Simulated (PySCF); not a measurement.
# C5H10O2 (isovaleric acid): levels of theory compared

We compute a comparison of 6 runs (BHLYP/6-31G*, CAM-B3LYP/6-31G*, M06-L/6-31G*, PBE0/6-31G*, TPSS/6-31G*, r2SCAN/6-31G*) of C5H10O2 (isovaleric acid). Input form: a Python script.

Program for the calculation: PySCF 2.14.0.

## (1) The system as given

The species is C5H10O2 (17 atoms), meant as a singlet with charge 0. SMILES: `CC(C)CC(=O)O`. The C1–C2 distance was set to 3.345 Å, away from the relaxed value. At this shape a bond of the SMILES string is far longer than usual.

Bond lengths: C2–C3 1.521 Å, C2–C4 1.532 Å, C4–C5 1.499 Å, C5–O6 1.201 Å, C5–O7 1.348 Å, C1–H8 1.093 Å, C1–H9 1.093 Å, C1–H10 1.094 Å, C2–H11 1.095 Å, C3–H12 1.093 Å, C3–H13 1.094 Å, C3–H14 1.092 Å, C4–H15 1.092 Å, C4–H16 1.095 Å, O7–H17 0.967 Å. Some angles: C3–C2–C4 111.2°, C2–C4–C5 113.4°, C4–C5–O6 126.0°, C4–C5–O7 111.9°, O6–C5–O7 122.1°, C2–C3–H12 111.9°, C2–C3–H13 110.8°, C2–C3–H14 110.8°, C3–C2–H11 108.4°, C4–C2–H11 107.6°.

## (2) The energy at BHLYP/6-31G(d) (spherical functions) (run 1)

Input file job.py:

```python
from pyscf import gto, dft

molecule = gto.Mole()
molecule.atom = '''
C       -0.605567      -2.871066      -2.410223
C        0.267210      -0.511870      -0.204740
C        1.205350       0.507650      -0.833160
C       -0.987490       0.161940       0.358900
C       -0.690550       1.195720       1.403390
O       -0.963110       2.363600       1.337770
O       -0.056820       0.667260       2.468760
H       -1.254917      -3.623976      -1.956293
H        0.276203      -3.381326      -2.804963
H       -1.141927      -2.432446      -3.257433
H        0.787420      -0.992880       0.630470
H        1.523410       1.266940      -0.114480
H        0.716600       1.023940      -1.665030
H        2.102620       0.020750      -1.222130
H       -1.546440       0.657370      -0.437100
H       -1.634650      -0.596700       0.810720
H        0.098450       1.397770       3.083600
'''
molecule.verbose = 3
molecule.basis = '6-31g*'
molecule.max_memory = 1860
molecule.build()

calc0 = dft.RKS(molecule, xc='bhandhlyp')
calc0.conv_tol = 1e-10
calc0.grids.level = 5
calc0.kernel()
if not calc0.converged:
    calc0 = calc0.newton().run(calc0.mo_coeff, calc0.mo_occ)

energy = calc0.e_tot
print('Final energy', energy)
```

The run is started by

```
$ OMP_NUM_THREADS=1 python job.py
```

Log:

```text
converged SCF energy = -346.588906058374
Final energy -346.5889060583744
```

It took 48 s on 1 thread of Intel Xeon at 2.70GHz, shared host; peak memory 0.68 GiB.

## (3) A single-point energy at CAM-B3LYP/6-31G(d) (spherical functions) (run 2)

Input file run.py:

```python
from pyscf import gto, dft

mol = gto.M(
    atom='''
C   -0.605567  -2.871066  -2.410223
C    0.267210  -0.511870  -0.204740
C    1.205350   0.507650  -0.833160
C   -0.987490   0.161940   0.358900
C   -0.690550   1.195720   1.403390
O   -0.963110   2.363600   1.337770
O   -0.056820   0.667260   2.468760
H   -1.254917  -3.623976  -1.956293
H    0.276203  -3.381326  -2.804963
H   -1.141927  -2.432446  -3.257433
H    0.787420  -0.992880   0.630470
H    1.523410   1.266940  -0.114480
H    0.716600   1.023940  -1.665030
H    2.102620   0.020750  -1.222130
H   -1.546440   0.657370  -0.437100
H   -1.634650  -0.596700   0.810720
H    0.098450   1.397770   3.083600
''',
    basis='6-31g*',
    verbose=3,
    max_memory=1860,
    charge=0,
    spin=0,
)

calc0 = dft.RKS(mol)
calc0.xc = 'cam-b3lyp'
calc0.conv_tol = 1e-10
calc0.grids.level = 5
calc0.kernel()
if not calc0.converged:
    calc0 = calc0.newton().run(calc0.mo_coeff, calc0.mo_occ)

e_tot = calc0.e_tot
print('E(%s) = %.9f' % ('CAM-B3LYP', e_tot))
```

The run is started by

```
$ OMP_NUM_THREADS=1 python run.py
```

Log:

```text
converged SCF energy = -346.628054527311
E(CAM-B3LYP) = -346.628054527
```

Wall time 78 s (1 thread of Intel Xeon at 2.70GHz, shared host); peak memory 0.68 GiB.

Runs 3 to 5 aren't shown in full; the table further down has their settings and results.

## (4) A single-point energy at r2SCAN/6-31G(d) (spherical functions) (run 6)

Input file input.py:

```python
from pyscf import gto, dft

system = gto.M(
    atom='''
C   -0.605567  -2.871066  -2.410223
C    0.267210  -0.511870  -0.204740
C    1.205350   0.507650  -0.833160
C   -0.987490   0.161940   0.358900
C   -0.690550   1.195720   1.403390
O   -0.963110   2.363600   1.337770
O   -0.056820   0.667260   2.468760
H   -1.254917  -3.623976  -1.956293
H    0.276203  -3.381326  -2.804963
H   -1.141927  -2.432446  -3.257433
H    0.787420  -0.992880   0.630470
H    1.523410   1.266940  -0.114480
H    0.716600   1.023940  -1.665030
H    2.102620   0.020750  -1.222130
H   -1.546440   0.657370  -0.437100
H   -1.634650  -0.596700   0.810720
H    0.098450   1.397770   3.083600
''',
    charge=0,
    spin=0,
    basis='6-31g*',
    max_memory=1860,
    verbose=4,
)

mf = dft.RKS(system)
mf.xc = 'r2scan'
mf.grids.level = 5
mf.conv_tol = 1e-10
mf.kernel()
if not mf.converged:
    mf = mf.newton().run(mf.mo_coeff, mf.mo_occ)

etot = mf.e_tot
print('E(%s) = %.9f' % ('R2SCAN', etot))
```

The run is started by

```
$ OMP_NUM_THREADS=1 python input.py
```

Log:

```text
PySCF version 2.14.0

[... 114 lines left out ...]
converged SCF energy = -346.620177531699
E(R2SCAN) = -346.620177532
```

Wall time 3.1 min (1 thread of Intel Xeon at 2.70GHz, shared host); peak memory 0.73 GiB.

## (5) The series

```
run                                   level  energy (Eh)  dipole moment (D)  HOMO energy (eV)  LUMO energy (eV)  wall time
  1      BHLYP/6-31G* (spherical functions)  -346.588906               1.30             -6.23             -2.31       48 s
  2  CAM-B3LYP/6-31G* (spherical functions)  -346.628055               1.26             -6.63             -2.15       78 s
  3      M06-L/6-31G* (spherical functions)  -346.778286               1.32             -4.98             -3.78    3.9 min
  4       PBE0/6-31G* (spherical functions)  -346.409744               1.25             -5.61             -3.11       47 s
  5       TPSS/6-31G* (spherical functions)  -346.881231               1.26             -4.83             -3.65    3.1 min
  6     r2SCAN/6-31G* (spherical functions)  -346.620178               1.29             -4.98             -3.74    3.1 min
```

## (6) What came out

```
            quantity          value
 run 6: total energy  -346.62018 Eh
run 6: dipole moment         1.29 D
  run 6: HOMO energy       -4.98 eV
  run 6: LUMO energy       -3.74 eV
run 6: HOMO–LUMO gap        1.24 eV
```

**Reading.** The dipole moment (its size) runs from 1.25 D (PBE0/6-31G*) to 1.32 D (M06-L/6-31G*). The HOMO–LUMO gap runs from 1.18 eV (TPSS/6-31G*) to 4.48 eV (CAM-B3LYP/6-31G*). Totals of different functionals can't be ranked against each other. In runs 1, 2, 3, 4, 5, 6 a closed-shell determinant meets a far-stretched bond, which it describes badly. All runs together took 13 min, the longest 3.9 min.
